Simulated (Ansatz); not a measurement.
# CH₄AlFO: how energies converge with the basis set

An exercise on one series of results from a longer session: the logs are not shown, and one member is left open.

Method: one geometry, several basis sets; program: Ansatz 0.2.0, Gaussian basis.

Levels to be run: PBE0-D4/def2-SVP; ωB97M-V/def2-SVP; PBE0-D4/def2-QZVPP; ωB97M-V/def2-QZVPP; the functionals' def2-TZVPP values are taken from earlier runs.

## Structure used throughout

All runs share one geometry, relaxed beforehand with PBE0-D4 in a triple-zeta def2 set.

SMILES `[OH][AlH][CH2]F`, 8 atoms, charge 0, spin multiplicity 1.

Atoms are counted from 1 here; the program's logs count them from 0.

Bond lengths: O1–Al2 1.696 Å, O1–H5 0.955 Å, Al2–C3 1.975 Å, Al2–H6 1.582 Å, C3–F4 1.401 Å, C3–H7 1.097 Å, C3–H8 1.097 Å. Angles: Al2–O1–H5 124.3°, O1–Al2–C3 114.3°, O1–Al2–H6 121.5°, C3–Al2–H6 124.2°, Al2–C3–F4 110.2°, Al2–C3–H7 112.4°, Al2–C3–H8 112.4°, F4–C3–H7 107.7°, F4–C3–H8 107.7°, H7–C3–H8 106.1°.

Set-up of the first run:

Input file in.yaml:

```yaml
crystal:
  periodic: [false, false, false]
  atoms:
    - {symbol: O, position_ang: [-1.731664, 0.752689, -0.528710]}
    - {symbol: Al, position_ang: [-0.100534, 0.760010, -0.064032]}
    - {symbol: C, position_ang: [0.673450, -1.035666, 0.215790]}
    - {symbol: F, position_ang: [2.019069, -0.929251, 0.592214]}
    - {symbol: H, position_ang: [-2.246467, 1.538790, -0.701250]}
    - {symbol: H, position_ang: [0.700224, 2.111805, 0.119519]}
    - {symbol: H, position_ang: [0.627050, -1.656128, -0.687504]}
    - {symbol: H, position_ang: [0.150975, -1.599349, 0.998272]}
basis:
  gaussian: {orbitals: def2-SVP}
hamiltonian: {xc: pbe0, dispersion: d4}
output: {orbitals: {seedname: orbitals}}
```

Run with:

```console
> ansatz run in.yaml --threads 2 --pin off --events-out ev --progress --plain --max-ram 4352MiB
```

Steps of the session up to this table: PBE0-D4 in def2-SVP; ωB97M-V in def2-SVP; PBE0-D4 in def2-QZVPP; ωB97M-V in def2-QZVPP.

One table of the session follows, with a row left open; its other results are not shown here.

| functional | basis | HOMO (eV) |
| --- | --- | --- |
| PBE0-D4 | def2-SVP | -7.69 |
| PBE0-D4 | def2-TZVPP | -7.87 |
| PBE0-D4 | def2-QZVPP | -7.91 |
| ωB97M-V | def2-SVP | -9.95 |
| ωB97M-V | def2-TZVPP | -10.14 |
| ωB97M-V | def2-QZVPP | ? |

**Question.** Estimate the row for ωB97M-V, def2-QZVPP.

The run gave: HOMO (eV): -10.19. In the column «HOMO (eV)» it is the lowest.
